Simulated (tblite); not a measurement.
# C5H16Si2: the cost of one run

Programs: tblite 0.8.0 and PySCF 2.14.0, with density-fitted response routines of our own. Each step states its level of theory. These are calculated values for one molecule, in the gas phase or a continuum, unless marked as measured. Atoms count from 0, in the outputs and in this text.

### Step 1. Starting geometry

23 atoms, charge 0, multiplicity 1; geometry from: force field or distance geometry start.

Bonds of the start (Å): C0–C1 1.53, C1–C2 1.49, C2–C3 1.52, C3–C4 1.49, C4–Si5 1.84, Si5–Si6 2.21, C0–H7 1.10, C0–H8 1.10, C0–H9 1.10, C1–H10 1.10, C1–H11 1.14, C2–H12 1.12, C2–H13 1.10, C3–H14 1.13, C3–H15 1.09, C4–H16 1.11, C4–H17 1.12, Si5–H18 1.47, Si5–H19 1.46, Si6–H20 1.46, Si6–H21 1.48, Si6–H22 1.46.

### Step 2. Relaxing the molecule with GFN2-xTB

The job: settings as JSON, then the geometry in Å.

```
{"job": {"kind": "relax", "xc": "GFN2-xTB", "basis": "xTB"}, "charge": 0, "multiplicity": 1}
C      3.585400    -1.097800    -0.295500
C      2.071600    -1.191600    -0.086300
C      1.381800     0.129900    -0.181800
C     -0.121400     0.004400     0.028900
C     -0.675000     1.378200    -0.092300
Si    -2.496400     1.524600     0.120800
Si    -3.620200    -0.343000    -0.212800
H      4.136500    -1.181200     0.656800
H      3.861900    -0.190600    -0.849300
H      3.833500    -1.986700    -0.902800
H      1.622900    -1.894600    -0.805200
H      1.901500    -1.577700     0.970700
H      1.491000     0.529400    -1.226500
H      1.844300     0.910000     0.437200
H     -0.261600    -0.374300     1.081500
H     -0.514100    -0.721600    -0.677600
H     -0.312500     1.815900    -1.048900
H     -0.183000     1.981300     0.715900
H     -2.974700     2.542500    -0.831300
H     -2.766600     2.003800     1.476100
H     -2.950100    -1.267400    -1.127900
H     -3.975500    -1.005000     1.057400
H     -4.884000     0.038500    -0.838000
```

Command:

```bash
$ OMP_NUM_THREADS=1 python probes_run.py task.json out
```

One launch serves the whole session: the jobs run in the order shown.

**Question.** How long does this first job take on 1 thread of Arm Neoverse N1, shared host, and how much memory does it need?

About 2.3 s, with a peak of 0.18 GiB.
